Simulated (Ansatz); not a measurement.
# Si5H10 (SMILES [SiH2]1[SiH2][SiH2][SiH2][SiH2]1): levels of theory compared

Aim: a comparison of 5 runs (HF/STO-3G, HF/3-21G, HF/def2-SVP, B3LYP/6-31G*, r2SCAN/cc-pVDZ) of Si5H10. 

Program for the calculation: Ansatz 0.2.0.

10 further runs of the same task are left out: 2 for a known fault of the program, 2 that didn't finish, 6 set aside as unsound or not needed. Runs told in other sessions of the task aren't counted.

### Step 1. The structure to begin with

Si5H10: 15 atoms, total charge 0, spin state singlet. As SMILES, `[SiH2]1[SiH2][SiH2][SiH2][SiH2]1`. The coordinates come from a PBE0-D4/def2-TZVP relaxation. This is one conformer, not always the lowest.

Bond lengths: Si1–Si2 2.341 Å, Si2–Si3 2.341 Å, Si3–Si4 2.346 Å, Si1–Si5 2.350 Å, Si4–Si5 2.358 Å, Si1–H6 1.491 Å, Si1–H7 1.489 Å, Si2–H8 1.488 Å, Si2–H9 1.491 Å, Si3–H10 1.489 Å, Si3–H11 1.491 Å, Si4–H12 1.490 Å, Si4–H13 1.489 Å, Si5–H14 1.489 Å, Si5–H15 1.490 Å. Some angles: Si1–Si2–Si3 100.9°, Si2–Si1–Si5 103.6°, Si2–Si3–Si4 102.6°, Si3–Si4–Si5 105.3°, Si1–Si5–Si4 105.6°, Si1–Si2–H8 114.0°, Si1–Si2–H9 109.3°, Si3–Si2–H8 114.3°, Si3–Si2–H9 109.1°, Si2–Si1–H6 108.2°.

### Step 2. Energy and forces at HF/STO-3G (run 1)

Contents of run.yaml:

```yaml
crystal:
  periodic: [false, false, false]
  atoms:
    - {symbol: Si, position_ang: [-1.084060, 1.459050, 0.707660]}
    - {symbol: Si, position_ang: [-0.059090, -0.250640, 1.935200]}
    - {symbol: Si, position_ang: [1.685310, -0.847370, 0.493250]}
    - {symbol: Si, position_ang: [0.606660, -0.977730, -1.585910]}
    - {symbol: Si, position_ang: [-1.132210, 0.611030, -1.483210]}
    - {symbol: H, position_ang: [-0.194180, 2.654660, 0.740620]}
    - {symbol: H, position_ang: [-2.428560, 1.852980, 1.210560]}
    - {symbol: H, position_ang: [0.385250, 0.161940, 3.294480]}
    - {symbol: H, position_ang: [-1.000910, -1.399120, 2.063570]}
    - {symbol: H, position_ang: [2.395090, -2.100510, 0.869400]}
    - {symbol: H, position_ang: [2.671440, 0.270290, 0.461680]}
    - {symbol: H, position_ang: [0.014450, -2.335600, -1.746080]}
    - {symbol: H, position_ang: [1.530020, -0.729740, -2.727130]}
    - {symbol: H, position_ang: [-0.952370, 1.690690, -2.492650]}
    - {symbol: H, position_ang: [-2.436840, -0.059940, -1.741430]}
basis:
  gaussian: {orbitals: STO-3G}
total_charge: 0
hamiltonian: {xc: hf}
accuracy: high
output: {forces: true, orbitals: {seedname: orbitals}}
```

Command:

```
ansatz run run.yaml --threads 1 --pin off --max-ram 3480MiB --events-out events.jsonl --progress --plain --runs-dir runs
```

The program printed, shortened:

```text
Warning: RAYON_NUM_THREADS=1 ignored (pool sized by the plan → 1); use --threads N
Functional definition: HF
  name "HF"
[...]
1186 factors; integrals over basis functions are off by at most 7.2e-9 eV
[...]
mean field -39018.68936976 eV, -1433.9103865211 hartree, gradient 5.7e-8 eV, S^2 0.000000; 0 other end points of the search recorded, 0 dependent functions left out
[...]
reference -39018.68936976 eV, -1433.9103865211 hartree; 40, 40 occupied and 15, 15 virtual orbitals, 1186 factors
Total energy: -39018.68936976 eV, -1433.9103865211 hartree
Atom 0 at    -1.084060     1.459050     0.707660 Å, force     0.191648    -0.143498    -0.136199 eV/Å
Atom 1 at    -0.059090    -0.250640     1.935200 Å, force     0.031207     0.058761    -0.305886 eV/Å
Atom 2 at     1.685310    -0.847370     0.493250 Å, force    -0.224089     0.150941    -0.083707 eV/Å
Atom 3 at     0.606660    -0.977730    -1.585910 Å, force    -0.166169     0.078519     0.167109 eV/Å
Atom 4 at    -1.132210     0.611030    -1.483210 Å, force     0.114498    -0.127168     0.146145 eV/Å
Atom 5 at    -0.194180     2.654660     0.740620 Å, force    -1.136673    -1.282245     0.014241 eV/Å
Atom 6 at    -2.428560     1.852980     1.210560 Å, force     1.526364    -0.394485    -0.553352 eV/Å
Atom 7 at     0.385250     0.161940     3.294480 Å, force    -0.530287    -0.502359    -1.506325 eV/Å
Atom 8 at    -1.000910    -1.399120     2.063570 Å, force     1.094439     1.326509    -0.005916 eV/Å
Atom 9 at     2.395090    -2.100510     0.869400 Å, force    -0.753047     1.433984    -0.417156 eV/Å
Atom 10 at     2.671440     0.270290     0.461680 Å, force    -1.019342    -1.380246     0.067269 eV/Å
Atom 11 at     0.014450    -2.335600    -1.746080 Å, force     0.747741     1.517254     0.067712 eV/Å
Atom 12 at     1.530020    -0.729740    -2.727130 Å, force    -1.051504    -0.338577     1.251453 eV/Å
Atom 13 at    -0.952370     1.690690    -2.492650 Å, force    -0.270917    -1.234864     1.092216 eV/Å
Atom 14 at    -2.436840    -0.059940    -1.741430 Å, force     1.446132     0.837473     0.202396 eV/Å
Dipole moment:     0.008108    -0.002803     0.032312 e Å
```

Run time: 2.9 s. Hardware: 1 thread of Arm Neoverse V2, shared host; peak memory 0.15 GiB.

### Step 3. Energy and gradient at HF/3-21G (run 2)

Changes to run.yaml since step 2:

```diff
@@ -19,4 +19,3 @@
 basis:
-  gaussian: {orbitals: STO-3G}
-total_charge: 0
+  gaussian: {orbitals: 3-21G.json}
 hamiltonian: {xc: hf}
```

The basis set 3-21G is read from a file made from the Basis Set Exchange's data (not shown).

Command:

```
ansatz run run.yaml --threads 1 --pin off --max-ram 3480MiB --events-out events.jsonl --progress --plain --runs-dir runs
```

The program printed, shortened:

```text
Warning: RAYON_NUM_THREADS=1 ignored (pool sized by the plan → 1); use --threads N
[... 2 set-up lines as earlier in the session ...]
[...]
2094 factors; integrals over basis functions are off by at most 5.9e-9 eV
[...]
mean field -39260.04893603 eV, -1442.7801869823 hartree, gradient 1.8e-8 eV, S^2 0.000000; 0 other end points of the search recorded, 0 dependent functions left out
[...]
reference -39260.04893603 eV, -1442.7801869823 hartree; 40, 40 occupied and 45, 45 virtual orbitals, 2094 factors
Total energy: -39260.04893603 eV, -1442.7801869823 hartree
Atom 0 at    -1.084060     1.459050     0.707660 Å, force    -0.363663     0.630965     0.231554 eV/Å
Atom 1 at    -0.059090    -0.250640     1.935200 Å, force    -0.112939    -0.202966     0.773380 eV/Å
Atom 2 at     1.685310    -0.847370     0.493250 Å, force     0.727165    -0.247024     0.160574 eV/Å
[...]
Atom 5 at    -0.194180     2.654660     0.740620 Å, force     0.043603    -0.050443    -0.015721 eV/Å
Atom 6 at    -2.428560     1.852980     1.210560 Å, force     0.001582    -0.033239    -0.012478 eV/Å
Atom 7 at     0.385250     0.161940     3.294480 Å, force     0.013071     0.019729    -0.029821 eV/Å
Atom 8 at    -1.000910    -1.399120     2.063570 Å, force     0.001934     0.008729    -0.068133 eV/Å
Atom 9 at     2.395090    -2.100510     0.869400 Å, force    -0.034314    -0.003486    -0.008943 eV/Å
Atom 10 at     2.671440     0.270290     0.461680 Å, force    -0.059981     0.032201    -0.012656 eV/Å
Atom 11 at     0.014450    -2.335600    -1.746080 Å, force    -0.012430     0.009279     0.051551 eV/Å
Atom 12 at     1.530020    -0.729740    -2.727130 Å, force    -0.005258     0.032009     0.017874 eV/Å
Atom 13 at    -0.952370     1.690690    -2.492650 Å, force     0.033225    -0.004646     0.014906 eV/Å
Atom 14 at    -2.436840    -0.059940    -1.741430 Å, force     0.007876    -0.014456     0.041556 eV/Å
Dipole moment:     0.006673    -0.002256     0.026660 e Å
```

It took 4.8 s on 1 thread of Arm Neoverse V2, shared host; peak memory 0.31 GiB.

Runs 3 to 4 aren't shown in full; the table further down has their settings and results.

### Step 4. Energy and gradient at r2SCAN/cc-pVDZ (run 5)

Contents of in.yaml:

```yaml
crystal:
  periodic: [false, false, false]
  atoms:
    - {symbol: Si, position_ang: [-1.084060, 1.459050, 0.707660]}
    - {symbol: Si, position_ang: [-0.059090, -0.250640, 1.935200]}
    - {symbol: Si, position_ang: [1.685310, -0.847370, 0.493250]}
    - {symbol: Si, position_ang: [0.606660, -0.977730, -1.585910]}
    - {symbol: Si, position_ang: [-1.132210, 0.611030, -1.483210]}
    - {symbol: H, position_ang: [-0.194180, 2.654660, 0.740620]}
    - {symbol: H, position_ang: [-2.428560, 1.852980, 1.210560]}
    - {symbol: H, position_ang: [0.385250, 0.161940, 3.294480]}
    - {symbol: H, position_ang: [-1.000910, -1.399120, 2.063570]}
    - {symbol: H, position_ang: [2.395090, -2.100510, 0.869400]}
    - {symbol: H, position_ang: [2.671440, 0.270290, 0.461680]}
    - {symbol: H, position_ang: [0.014450, -2.335600, -1.746080]}
    - {symbol: H, position_ang: [1.530020, -0.729740, -2.727130]}
    - {symbol: H, position_ang: [-0.952370, 1.690690, -2.492650]}
    - {symbol: H, position_ang: [-2.436840, -0.059940, -1.741430]}
basis:
  gaussian:
    orbitals: cc-pVDZ
hamiltonian:
  xc: r2scan
accuracy: high
output: {forces: true, orbitals: {seedname: orbitals}}
```

Command:

```
ansatz run in.yaml --threads 1 --pin off --max-ram 3480MiB --events-out events.jsonl --progress --plain --runs-dir runs
```

The program printed, shortened:

```text
Warning: RAYON_NUM_THREADS=1 ignored (pool sized by the plan → 1); use --threads N
Functional definition: r2SCAN
  name "r2SCAN"
[...]
3375 factors; integrals over basis functions are off by at most 3.8e-9 eV
[...]
mean field -39547.22147857 eV, -1453.3335832679 hartree, gradient 5.3e-8 eV, S^2 0.000000; 0 other end points of the search recorded, 0 dependent functions left out
[...]
reference -39547.22147970 eV, -1453.3335833094 hartree; 40, 40 occupied and 100, 100 virtual orbitals, 3375 factors
Total energy: -39547.22147970 eV, -1453.3335833094 hartree
Atom 0 at    -1.084060     1.459050     0.707660 Å, force    -0.013497    -0.045751    -0.011500 eV/Å
Atom 1 at    -0.059090    -0.250640     1.935200 Å, force     0.022424     0.028694    -0.016431 eV/Å
Atom 2 at     1.685310    -0.847370     0.493250 Å, force    -0.038963    -0.022840    -0.004393 eV/Å
[...]
Atom 5 at    -0.194180     2.654660     0.740620 Å, force     0.127320     0.170230     0.005927 eV/Å
Atom 6 at    -2.428560     1.852980     1.210560 Å, force    -0.193511     0.056973     0.072746 eV/Å
Atom 7 at     0.385250     0.161940     3.294480 Å, force     0.065267     0.061049     0.195645 eV/Å
Atom 8 at    -1.000910    -1.399120     2.063570 Å, force    -0.134677    -0.163895     0.018231 eV/Å
Atom 9 at     2.395090    -2.100510     0.869400 Å, force     0.101903    -0.180904     0.053972 eV/Å
Atom 10 at     2.671440     0.270290     0.461680 Å, force     0.140769     0.159665    -0.004460 eV/Å
Atom 11 at     0.014450    -2.335600    -1.746080 Å, force    -0.082464    -0.195537    -0.021989 eV/Å
Atom 12 at     1.530020    -0.729740    -2.727130 Å, force     0.132643     0.033663    -0.164286 eV/Å
Atom 13 at    -0.952370     1.690690    -2.492650 Å, force     0.023909     0.155010    -0.145478 eV/Å
Atom 14 at    -2.436840    -0.059940    -1.741430 Å, force    -0.187760    -0.094716    -0.037064 eV/Å
Dipole moment:     0.003586    -0.000738     0.012653 e Å
```

Run time: 50 s. Hardware: 1 thread of Arm Neoverse V2, shared host; peak memory 0.69 GiB.

### Step 5. All runs side by side

```csv
run,level,Cartesian functions,energy (Eh),dipole moment (D),HOMO energy (eV),LUMO energy (eV),wall time
1,HF/STO-3G,no,-1433.910387,0.16,-7.19,10.08,2.9 s
2,HF/3-21G,no,-1442.780187,0.13,-10.01,2.63,4.8 s
3,HF/def2-SVP,no,-1450.023664,0.12,-10.03,2.17,14 s
4,B3LYP/6-31G* (Cartesian functions),yes,-1453.493340,0.07,-7.35,-0.70,28 s
5,r2SCAN/cc-pVDZ,no,-1453.333583,0.06,-6.88,-1.49,50 s
```

### Step 6. Outcome

| quantity | value |
| --- | --- |
| run 5: total energy | -1453.33358 Eh |
| run 5: dipole moment | 0.06 D |
| run 5: HOMO energy | -6.88 eV |
| run 5: LUMO energy | -1.49 eV |
| run 5: HOMO–LUMO gap | 5.39 eV |
| run 5: largest force on an atom | 0.215 eV/Å |

**Reading.** The dipole moment (its size) runs from 0.06 D (r2SCAN/cc-pVDZ) to 0.16 D (HF/STO-3G). The two ends differ in method and basis. The HOMO–LUMO gap runs from 5.39 eV (r2SCAN/cc-pVDZ) to 17.26 eV (HF/STO-3G). Totals of different functionals can't be ranked against each other. In run 1 the basis is minimal, so the values are rough. All runs together took 1.7 min, the longest 50 s.
